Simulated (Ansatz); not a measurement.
**C₃H₁₁BS: basis-set convergence**

An exercise on one series of results from a longer session: the logs are not shown, and one member is left open.

Method: one geometry, several basis sets; program: Ansatz 0.2.0, Gaussian basis.

The runs, in order: PBE0-D4/def2-SVP; ωB97M-V/def2-SVP; PBE0-D4/def2-QZVPP; ωB97M-V/def2-QZVPP; the functionals' def2-TZVPP values are taken from earlier runs.

**The relaxed structure**

An earlier PBE0-D4 in a triple-zeta def2 set relaxation fixed the geometry.

16 atoms, charge 0, spin multiplicity 1.

Atoms are counted from 1 here; the program's logs count them from 0.

Bond lengths: C1–B2 1.596 Å, C1–H6 1.095 Å, C1–H7 1.098 Å, C1–H8 1.095 Å, B2–C3 1.598 Å, B2–C4 1.598 Å, B2–S5 2.271 Å, C3–H9 1.095 Å, C3–H10 1.095 Å, C3–H11 1.098 Å, C4–H12 1.095 Å, C4–H13 1.095 Å, C4–H14 1.098 Å, S5–H15 1.344 Å, S5–H16 1.344 Å. Angles: B2–C1–H6 114.1°, B2–C1–H7 107.6°, B2–C1–H8 114.1°, H6–C1–H7 106.1°, H6–C1–H8 108.2°, H7–C1–H8 106.1°, C1–B2–C3 116.9°, C1–B2–C4 116.9°, C1–B2–S5 102.8°, C3–B2–C4 116.7°, C3–B2–S5 99.2°, C4–B2–S5 99.2°, B2–C3–H9 114.2°, B2–C3–H10 114.3°, B2–C3–H11 107.3°, H9–C3–H10 108.2°, H9–C3–H11 106.2°, H10–C3–H11 106.0° and more.

Set-up of the first run:

in.yaml reads:

```yaml
crystal:
  periodic: [false, false, false]
  atoms:
    - {symbol: C, position_ang: [-0.885117, 0.706935, -1.052874]}
    - {symbol: B, position_ang: [0.108628, -0.117957, -0.115676]}
    - {symbol: C, position_ang: [1.648631, 0.305805, -0.146286]}
    - {symbol: C, position_ang: [-0.204407, -1.672594, 0.077120]}
    - {symbol: S, position_ang: [-0.430430, 0.621100, 1.962748]}
    - {symbol: H, position_ang: [-0.737247, 1.791368, -1.017535]}
    - {symbol: H, position_ang: [-0.688699, 0.406526, -2.090627]}
    - {symbol: H, position_ang: [-1.945333, 0.500637, -0.872556]}
    - {symbol: H, position_ang: [2.257535, -0.161882, 0.633767]}
    - {symbol: H, position_ang: [1.818545, 1.387179, -0.110862]}
    - {symbol: H, position_ang: [2.062859, -0.034913, -1.104005]}
    - {symbol: H, position_ang: [-1.259971, -1.899656, 0.260746]}
    - {symbol: H, position_ang: [0.390389, -2.155776, 0.858614]}
    - {symbol: H, position_ang: [0.055271, -2.177671, -0.862219]}
    - {symbol: H, position_ang: [-0.444432, 1.944599, 1.732202]}
    - {symbol: H, position_ang: [-1.769223, 0.533802, 1.891742]}
basis:
  gaussian: {orbitals: def2-SVP}
hamiltonian: {xc: pbe0, dispersion: d4}
output: {orbitals: {seedname: orbitals}}
```

Run with:

```
ansatz run in.yaml --threads 4 --pin off --events-out ev --progress --plain --max-ram 11315MiB
```

Among the steps run: PBE0-D4 in def2-SVP; ωB97M-V in def2-SVP; PBE0-D4 in def2-QZVPP; ωB97M-V in def2-QZVPP.

One of the session's tables, all rows but one given; the rest of the session is left out.

It belongs to the step «Density functionals: the series». 

```
functional       basis  HOMO (eV)  LUMO (eV)
   PBE0-D4    def2-SVP      -7.85       0.36
   PBE0-D4  def2-TZVPP          ?          ?
   PBE0-D4  def2-QZVPP      -7.97      -0.21
   ωB97M-V    def2-SVP     -10.14       2.28
   ωB97M-V  def2-TZVPP     -10.25       1.64
   ωB97M-V  def2-QZVPP     -10.26       1.19
```

Estimate the missing values for PBE0-D4, def2-TZVPP.

As computed: HOMO (eV): -7.96; LUMO (eV): -0.08. In the column «HOMO (eV)» it lies between PBE0-D4, def2-QZVPP (-7.97) and PBE0-D4, def2-SVP (-7.85).
